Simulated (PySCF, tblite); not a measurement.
# C7H16Si: geometry, infrared bands and NMR shifts

Aim: predict the infrared bands and NMR shifts of C7H16Si (`CC[C@@H]1C[C@@]1([SiH3])CC`).

The runs use tblite 0.8.0 and PySCF 2.14.0, with density-fitted response routines of our own; the level of theory stands in each step. All values are computed, except where a source is named. Atoms are numbered from 0 throughout.

## 1. Starting geometry

24 atoms, charge 0, multiplicity 1; geometry from: force field or distance geometry start.

Bonds of the start (Å): C0–C1 1.51, C1–C2 1.51, C2–C3 1.49, C3–C4 1.52, C4–Si5 1.92, C4–C6 1.52, C6–C7 1.52, C4–C2 1.52, C0–H8 1.09, C0–H9 1.11, C0–H10 1.09, C1–H11 1.11, C1–H12 1.09, C2–H13 1.09, C3–H14 1.08, C3–H15 1.10, Si5–H16 1.49, Si5–H17 1.48, Si5–H18 1.48, C6–H19 1.09, C6–H20 1.10, C7–H21 1.10, C7–H22 1.10, C7–H23 1.08.

## 2. Geometry optimisation with GFN2-xTB

What the job is given:

```
{"job": {"kind": "relax", "xc": "GFN2-xTB", "basis": "xTB"}, "charge": 0, "multiplicity": 1}
C     -2.480200     0.681300    -0.272300
C     -1.890900    -0.706600    -0.332900
C     -0.434500    -0.675500    -0.730900
C      0.463200    -1.820600    -0.413200
C      0.739900    -0.459700     0.208900
Si     0.515200    -0.388000     2.109700
C      1.923600     0.340300    -0.324000
C      1.640100     1.834500    -0.418400
H     -2.410700     1.175300    -1.244700
H     -3.550300     0.631000     0.010700
H     -1.976000     1.311900     0.458500
H     -2.032500    -1.214100     0.641700
H     -2.443600    -1.304400    -1.050600
H     -0.353500    -0.274100    -1.746200
H      1.116900    -2.183700    -1.187800
H      0.061500    -2.630600     0.219000
H      1.821400    -0.670600     2.772200
H      0.056400     0.960400     2.509700
H     -0.474800    -1.393500     2.564000
H      2.201200    -0.019400    -1.315200
H      2.805000     0.179300     0.310600
H      0.768500     2.024300    -1.065100
H      1.432100     2.277400     0.570000
H      2.490100     2.345000    -0.849200
```

Started as:

```sh
$ OMP_NUM_THREADS=1 python probes_run.py task.json out
```

The driver reads the jobs from task.json and runs them one after another.

**Question.** This job is followed by: GFN2-xTB harmonic vibrations, gas phase; GIAO PBE0/pcSseg-1 NMR shielding, non-relativistic, gas phase. What will the session give for the following? strongest single infrared mode (GFN2-xTB); zero-point energy (GFN2-xTB); 13C shifts against TMS (PBE0/pcSseg-1); 1H shifts against TMS (PBE0/pcSseg-1, means over atoms taken as alike); 29Si shifts against TMS (PBE0/pcSseg-1); surface potential, 1st and 99th percentile.

**Answer**, as computed:

```
                                                              quantity                                                           value
                             strongest single infrared mode (GFN2-xTB)                                           2237 cm⁻¹, 414 km/mol
                                          zero-point energy (GFN2-xTB)                                                  129.6 kcal/mol
                                13C shifts against TMS (PBE0/pcSseg-1)                    38.5, 31.0, 28.6, 22.7, 17.6, 16.6, 13.0 ppm
1H shifts against TMS (PBE0/pcSseg-1, means over atoms taken as alike)  3.96, 2.04, 1.99, 1.20, 1.04, 0.61, 0.57, 0.39, 0.38, 0.31 ppm
                               29Si shifts against TMS (PBE0/pcSseg-1)                                                       -61.1 ppm
                                 surface potential, 1st and 99th percentile                                              -0.32 V and 0.62 V
```

In words: Over 115 steps the energy fell by 0.119 eV; of the close pairs, Si5–H16 changed most, 1.492 to 1.465 Å. All 66 modes are real, so the xTB geometry is a minimum. Unscaled tight-binding wavenumbers are off by several per cent, some by more. Its intensities can rank the bands wrongly. At PBE0/pcSseg-1: Shielding is most anisotropic at Si5 (span 103 ppm, paramagnetic term -472 ppm).
